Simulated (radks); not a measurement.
# Li in 1s1.5 2s1 3s0.5: an all-electron calculation

One table from this session's results is given with a row withheld; the runs are named, their logs left out.

The numbers are computed with radks (a radial shooting solver on a logarithmic mesh, Libxc functionals) version 1 (non-relativistic Kohn-Sham, Wu-Cohen GGA, spin-polarised, spherical densities, point nucleus; open shells are filled with parallel spins first), except any that are marked as measured or tabulated.

## The atom as given

```
element       : lithium (Z = 3)
charge        : 0
electrons     : 3
configuration : 1s1.5 2s1 3s0.5
```

The first run:

Input:

```text
Z 3
configuration 1s1.5 2s1 3s0.5
relativity non-relativistic
functional wc,pbe
spin polarised
nucleus point
```

Launch:

```sh
$ python run_ks.py task.json out
```

This one command runs every case of the session in turn.

One of the session's tables, all rows but one given; the rest of the session is left out.

It belongs to the step «Radial structure». Sizes of the orbitals, from the radial functions (bohr):

| level | <r> | outermost maximum (interpolated) | 90 % within | nodes |
| --- | --- | --- | --- | --- |
| 1s up | ? | ? | ? | ? |
| 1s down | 0.5575 | 0.354 | 1.00 | 0 |
| 2s up | 2.974 | 2.46 | 4.59 | 1 |
| 3s up | 10.00 | 9.32 | 14.3 | 2 |

Estimate the missing values for 1s up.

**Answer.** <r>: 0.5427; outermost maximum (interpolated): 0.347; 90 % within: 0.975; nodes: 0. In the column «<r>» it is the lowest.
